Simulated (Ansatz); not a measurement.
# C2H6SSi (SMILES C[Si]SC) at 6 levels

Aim: a comparison of 6 runs (HF/STO-3G, B3LYP/6-31G, B3LYP/6-31G*, CAM-B3LYP/def2-SVP, B3LYP/def2-TZVP, MP2/6-31+G*) of C2H6SSi. 

The calculation is run with Ansatz 0.2.0.

4 further runs of the same task are left out: 2 for a known fault of the program, 2 set aside as unsound or not needed.

### Step 1. The structure to begin with

C2H6SSi has 10 atoms, charge 0, and is taken as a singlet. As SMILES, `C[Si]SC`. The coordinates come from a PBE0-D4/def2-TZVP relaxation. This is one conformer, not always the lowest.

Bond lengths: C1–Si2 1.902 Å, Si2–S3 2.120 Å, S3–C4 1.813 Å, C1–H5 1.096 Å, C1–H6 1.095 Å, C1–H7 1.092 Å, C4–H8 1.089 Å, C4–H9 1.089 Å, C4–H10 1.090 Å. Some angles: C1–Si2–S3 101.6°, Si2–S3–C4 111.5°, Si2–C1–H5 111.4°, Si2–C1–H6 111.6°, Si2–C1–H7 110.2°, S3–C4–H8 110.9°, S3–C4–H9 110.8°, S3–C4–H10 107.2°, H5–C1–H6 107.2°, H5–C1–H7 108.1°.

### Step 2. Energy and forces at HF/STO-3G (run 1)

molecule.yaml

```yaml
basis:
  gaussian:
    orbitals: STO-3G
crystal:
  periodic: [false, false, false]
  atoms:
    - symbol: C
      position_ang: [-0.474500, 1.498000, 0.212000]
    - symbol: Si
      position_ang: [-1.532200, 0.664600, -1.131800]
    - symbol: S
      position_ang: [-0.684600, -1.277500, -1.197000]
    - symbol: C
      position_ang: [0.678400, -1.448200, -0.013100]
    - symbol: H
      position_ang: [-0.563800, 0.976000, 1.171000]
    - symbol: H
      position_ang: [0.587400, 1.503400, -0.056300]
    - symbol: H
      position_ang: [-0.795200, 2.531900, 0.356400]
    - symbol: H
      position_ang: [0.331700, -1.277900, 1.005200]
    - symbol: H
      position_ang: [1.483700, -0.753100, -0.246400]
    - symbol: H
      position_ang: [1.052300, -2.468400, -0.097000]
magnetization:
  spin_polarized: false
  initial_magnetization: 0
hamiltonian:
  xc: hf
accuracy: high
output: {forces: true, orbitals: {seedname: orbitals}}
```

Started as:

```
$ ansatz run molecule.yaml --threads 1 --pin off --max-ram 2610MiB --events-out events.jsonl --progress --plain --runs-dir runs
```

Standard output (excerpt; [...] marks lines left out):

```text
Warning: RAYON_NUM_THREADS=1 ignored (pool sized by the plan → 1); use --threads N
Functional definition: HF
  name "HF"
[...]
696 factors; integrals over basis functions are off by at most 4.4e-8 eV
[...]
mean field -20600.93389333 eV, -757.0703567653 hartree, gradient 2.8e-8 eV, S^2 0.000000; 0 other end points of the search recorded, 0 dependent functions left out
[...]
reference -20600.93389333 eV, -757.0703567653 hartree; 24, 24 occupied and 10, 10 virtual orbitals, 696 factors
Total energy: -20600.93389333 eV, -757.0703567653 hartree
Atom 0 at    -0.474500     1.498000     0.212000 Å, force     0.136729    -0.236183     0.040649 eV/Å
Atom 1 at    -1.532200     0.664600    -1.131800 Å, force     0.355389    -0.403508     0.147819 eV/Å
Atom 2 at    -0.684600    -1.277500    -1.197000 Å, force    -0.067758     0.334251     0.086003 eV/Å
Atom 3 at     0.678400    -1.448200    -0.013100 Å, force    -0.667726     0.254722    -0.503253 eV/Å
Atom 4 at    -0.563800     0.976000     1.171000 Å, force     0.070536     0.375171    -0.393195 eV/Å
Atom 5 at     0.587400     1.503400    -0.056300 Å, force    -0.490478     0.118223     0.203174 eV/Å
Atom 6 at    -0.795200     2.531900     0.356400 Å, force     0.227734    -0.418670     0.029980 eV/Å
Atom 7 at     0.331700    -1.277900     1.005200 Å, force     0.327808    -0.073984    -0.032362 eV/Å
Atom 8 at     1.483700    -0.753100    -0.246400 Å, force     0.053234    -0.195116     0.267706 eV/Å
Atom 9 at     1.052300    -2.468400    -0.097000 Å, force     0.054532     0.245095     0.153479 eV/Å
Dipole moment:     0.056638     0.186396     0.133921 e Å
```

Wall time 3.3 s (1 thread of Intel Xeon at 2.50GHz (Skylake/Cascade Lake), shared host); peak memory 0.096 GiB.

### Step 3. Energy and forces at B3LYP/6-31G (run 2)

job.yaml

```yaml
basis:
  gaussian:
    orbitals: 6-31G
crystal:
  periodic: [false, false, false]
  atoms:
    - symbol: C
      position_ang: [-0.474500, 1.498000, 0.212000]
    - symbol: Si
      position_ang: [-1.532200, 0.664600, -1.131800]
    - symbol: S
      position_ang: [-0.684600, -1.277500, -1.197000]
    - symbol: C
      position_ang: [0.678400, -1.448200, -0.013100]
    - symbol: H
      position_ang: [-0.563800, 0.976000, 1.171000]
    - symbol: H
      position_ang: [0.587400, 1.503400, -0.056300]
    - symbol: H
      position_ang: [-0.795200, 2.531900, 0.356400]
    - symbol: H
      position_ang: [0.331700, -1.277900, 1.005200]
    - symbol: H
      position_ang: [1.483700, -0.753100, -0.246400]
    - symbol: H
      position_ang: [1.052300, -2.468400, -0.097000]
hamiltonian:
  xc: {name: B3LYP}
accuracy: high
output: {forces: true, orbitals: {seedname: orbitals}}
```

Started as:

```
$ ansatz run job.yaml --threads 1 --pin off --max-ram 2610MiB --events-out events.jsonl --progress --plain --runs-dir runs
```

Standard output (excerpt; [...] marks lines left out):

```text
Warning: RAYON_NUM_THREADS=1 ignored (pool sized by the plan → 1); use --threads N
Functional definition: B3LYP
  name "B3LYP"
[...]
1441 factors; integrals over basis functions are off by at most 4.2e-9 eV
[...]
mean field -20882.87628545 eV, -767.4315485684 hartree, gradient 3.6e-8 eV, S^2 0.000000; 0 other end points of the search recorded, 0 dependent functions left out
[...]
reference -20882.87632090 eV, -767.4315498710 hartree; 24, 24 occupied and 32, 32 virtual orbitals, 1441 factors
Total energy: -20882.87632090 eV, -767.4315498710 hartree
Atom 0 at    -0.474500     1.498000     0.212000 Å, force     0.380534     0.333490     0.500121 eV/Å
Atom 1 at    -1.532200     0.664600    -1.131800 Å, force    -1.406349     1.444131    -0.672077 eV/Å
Atom 2 at    -0.684600    -1.277500    -1.197000 Å, force    -0.460056    -1.600531    -1.123352 eV/Å
Atom 3 at     0.678400    -1.448200    -0.013100 Å, force     1.106571    -0.315601     0.888136 eV/Å
Atom 4 at    -0.563800     0.976000     1.171000 Å, force     0.025075     0.000198     0.153267 eV/Å
Atom 5 at     0.587400     1.503400    -0.056300 Å, force     0.142234     0.054217     0.026105 eV/Å
Atom 6 at    -0.795200     2.531900     0.356400 Å, force    -0.016763     0.066258     0.012497 eV/Å
Atom 7 at     0.331700    -1.277900     1.005200 Å, force     0.058794     0.004221     0.116885 eV/Å
Atom 8 at     1.483700    -0.753100    -0.246400 Å, force     0.115184     0.032190     0.055695 eV/Å
Atom 9 at     1.052300    -2.468400    -0.097000 Å, force     0.054777    -0.018573     0.042723 eV/Å
Dipole moment:     0.449219     0.169947     0.489393 e Å
```

Run time: 15 s. Hardware: 1 thread of Intel Xeon at 2.50GHz (Skylake/Cascade Lake), shared host; peak memory 0.2 GiB.

Runs 3 to 4 aren't shown in full; the table further down has their settings and results.

### Step 4. Energy and gradient at B3LYP/def2-TZVP (run 5)

job.yaml

```yaml
crystal:
  periodic: [false, false, false]
  atoms:
    - {symbol: C, position_ang: [-0.474500, 1.498000, 0.212000]}
    - {symbol: Si, position_ang: [-1.532200, 0.664600, -1.131800]}
    - {symbol: S, position_ang: [-0.684600, -1.277500, -1.197000]}
    - {symbol: C, position_ang: [0.678400, -1.448200, -0.013100]}
    - {symbol: H, position_ang: [-0.563800, 0.976000, 1.171000]}
    - {symbol: H, position_ang: [0.587400, 1.503400, -0.056300]}
    - {symbol: H, position_ang: [-0.795200, 2.531900, 0.356400]}
    - {symbol: H, position_ang: [0.331700, -1.277900, 1.005200]}
    - {symbol: H, position_ang: [1.483700, -0.753100, -0.246400]}
    - {symbol: H, position_ang: [1.052300, -2.468400, -0.097000]}
basis:
  gaussian:
    orbitals: def2-TZVP
total_charge: 0
hamiltonian:
  xc: {name: B3LYP}
accuracy: high
output: {forces: true, orbitals: {seedname: orbitals}}
```

Started as:

```
$ ansatz run job.yaml --threads 1 --pin off --max-ram 2610MiB --events-out events.jsonl --progress --plain --runs-dir runs
```

Standard output (excerpt; [...] marks lines left out):

```text
Warning: RAYON_NUM_THREADS=1 ignored (pool sized by the plan → 1); use --threads N
Functional definition: B3LYP
  name "B3LYP"
[...]
3166 factors; integrals over basis functions are off by at most 6.6e-9 eV
[...]
mean field -20887.25071300 eV, -767.5923058159 hartree, gradient 9.2e-8 eV, S^2 0.000000; 0 other end points of the search recorded, 0 dependent functions left out
[...]
reference -20887.25075410 eV, -767.5923073261 hartree; 24, 24 occupied and 148, 148 virtual orbitals, 3166 factors
Total energy: -20887.25075410 eV, -767.5923073261 hartree
Atom 0 at    -0.474500     1.498000     0.212000 Å, force     0.067792     0.100389     0.107349 eV/Å
Atom 1 at    -1.532200     0.664600    -1.131800 Å, force    -0.190443     0.148065    -0.112011 eV/Å
Atom 2 at    -0.684600    -1.277500    -1.197000 Å, force    -0.162615    -0.195369    -0.235324 eV/Å
Atom 3 at     0.678400    -1.448200    -0.013100 Å, force     0.255865    -0.086637     0.201849 eV/Å
Atom 4 at    -0.563800     0.976000     1.171000 Å, force     0.007321     0.040061    -0.008913 eV/Å
Atom 5 at     0.587400     1.503400    -0.056300 Å, force    -0.022515     0.026930     0.022395 eV/Å
Atom 6 at    -0.795200     2.531900     0.356400 Å, force     0.016664    -0.014814     0.009610 eV/Å
Atom 7 at     0.331700    -1.277900     1.005200 Å, force     0.037023    -0.016362    -0.028427 eV/Å
Atom 8 at     1.483700    -0.753100    -0.246400 Å, force    -0.012164    -0.036485     0.026258 eV/Å
Atom 9 at     1.052300    -2.468400    -0.097000 Å, force     0.003072     0.034220     0.017215 eV/Å
Dipole moment:     0.370119     0.064008     0.369908 e Å
```

Run time: 72 s. Hardware: 1 thread of Intel Xeon at 2.50GHz (Skylake/Cascade Lake), shared host; peak memory 0.81 GiB.

### Step 5. Energy and gradient at MP2/6-31+G(d) (spherical functions) (run 6)

in.yaml

```yaml
crystal:
  periodic: [false, false, false]
  atoms:
    - {symbol: C, position_ang: [-0.474500, 1.498000, 0.212000]}
    - {symbol: Si, position_ang: [-1.532200, 0.664600, -1.131800]}
    - {symbol: S, position_ang: [-0.684600, -1.277500, -1.197000]}
    - {symbol: C, position_ang: [0.678400, -1.448200, -0.013100]}
    - {symbol: H, position_ang: [-0.563800, 0.976000, 1.171000]}
    - {symbol: H, position_ang: [0.587400, 1.503400, -0.056300]}
    - {symbol: H, position_ang: [-0.795200, 2.531900, 0.356400]}
    - {symbol: H, position_ang: [0.331700, -1.277900, 1.005200]}
    - {symbol: H, position_ang: [1.483700, -0.753100, -0.246400]}
    - {symbol: H, position_ang: [1.052300, -2.468400, -0.097000]}
basis:
  gaussian: {orbitals: 6-31+G_st_-spherical.json}
correlation: {method: mp2, frozen_orbitals: {C: 1, H: 0, S: 5, Si: 5}}
accuracy: high
output: {forces: true, orbitals: {seedname: orbitals}}
```

The basis set 6-31+G* is read from a file made from the Basis Set Exchange's data (not shown).

Started as:

```
$ ansatz run in.yaml --threads 1 --pin off --max-ram 2610MiB --events-out events.jsonl --progress --plain --runs-dir runs
```

Standard output (excerpt; [...] marks lines left out):

```text
Warning: RAYON_NUM_THREADS=1 ignored (pool sized by the plan → 1); use --threads N
Functional definition: HF
  name "HF"
[...]
2043 factors; integrals over basis functions are off by at most 3.8e-9 eV
[...]
mean field -20834.17763343 eV, -765.6419061158 hartree, gradient 1.4e-8 eV, S^2 0.000000; 0 other end points of the search recorded, 0 dependent functions left out; unrestricted orbitals would lower it
12 core orbitals not correlated: weight in the atoms' cores, before any rotation towards them, 1.000 or more for the frozen orbitals, at most 0.000 for the correlated occupied ones
reference -20834.17763343 eV, -765.6419061158 hartree; 12, 12 occupied and 68, 68 virtual orbitals, 2043 factors
second order -12.48299339 eV of doubles, -0.00000000 eV of singles
[...]
Total energy: -20846.66062682 eV, -766.1006476615 hartree
Atom 0 at    -0.474500     1.498000     0.212000 Å, force     0.013003    -0.005649     0.013523 eV/Å
Atom 1 at    -1.532200     0.664600    -1.131800 Å, force    -0.149564    -0.009842    -0.145278 eV/Å
Atom 2 at    -0.684600    -1.277500    -1.197000 Å, force    -0.173448    -0.097492    -0.200220 eV/Å
Atom 3 at     0.678400    -1.448200    -0.013100 Å, force     0.033214     0.028255     0.042357 eV/Å
Atom 4 at    -0.563800     0.976000     1.171000 Å, force     0.012443     0.001203     0.106646 eV/Å
Atom 5 at     0.587400     1.503400    -0.056300 Å, force     0.098736     0.040146     0.013786 eV/Å
Atom 6 at    -0.795200     2.531900     0.356400 Å, force     0.001599     0.067783     0.030032 eV/Å
Atom 7 at     0.331700    -1.277900     1.005200 Å, force     0.029620    -0.005149     0.101995 eV/Å
Atom 8 at     1.483700    -0.753100    -0.246400 Å, force     0.101735     0.028719     0.026260 eV/Å
Atom 9 at     1.052300    -2.468400    -0.097000 Å, force     0.032664    -0.047974     0.010899 eV/Å
Dipole moment:     0.419697     0.109139     0.435352 e Å
```

It took 23 s on 1 thread of Intel Xeon at 2.50GHz (Skylake/Cascade Lake), shared host; peak memory 0.35 GiB.

### Step 6. Overview of the runs

```csv
run,level,Cartesian functions,frozen core orbitals,energy (Eh),dipole moment (D),HOMO energy (eV),LUMO energy (eV),wall time
1,HF/STO-3G,no,–,-757.070357,1.14,-6.01,6.12,3.3 s
2,B3LYP/6-31G,no,–,-767.431550,3.29,-6.13,-2.17,15 s
3,B3LYP/6-31G* (Cartesian functions),yes,–,-767.500626,2.95,-6.08,-2.01,21 s
4,CAM-B3LYP/def2-SVP,no,–,-767.177425,2.65,-7.55,-0.70,26 s
5,B3LYP/def2-TZVP,no,–,-767.592307,2.53,-6.17,-2.07,72 s
6,MP2/6-31+G* (spherical functions),no,12,-766.100648,2.95,-8.79,0.86,23 s
```

### Step 7. Summary of results

| quantity | value |
| --- | --- |
| run 6: total energy | -766.10065 Eh |
| run 6: dipole moment (correlated density) | 2.95 D |
| run 6: HOMO energy (Hartree–Fock orbitals) | -8.79 eV |
| run 6: LUMO energy (Hartree–Fock orbitals) | 0.86 eV |
| run 6: HOMO–LUMO gap (Hartree–Fock orbitals) | 9.65 eV |
| run 6: correlation energy (12 core orbitals frozen) | -458.7 mEh |
| run 6: largest force on an atom | 0.282 eV/Å |

What this shows: The dipole moment (its size) runs from 1.14 D (HF/STO-3G) to 3.29 D (B3LYP/6-31G). The two ends differ in method and basis. Over runs 1, 2, 3, 4, 5 the HOMO–LUMO gap runs from 3.96 eV (B3LYP/6-31G) to 12.13 eV (HF/STO-3G). Totals of different functionals can't be ranked against each other. In run 6 the log says that unrestricted orbitals would lower the reference, so the values rest on an unstable closed-shell determinant (other closed-shell runs at this shape may share the fault). In run 1 the basis is minimal, so the values are rough. All runs together took 2.7 min, the longest 72 s.
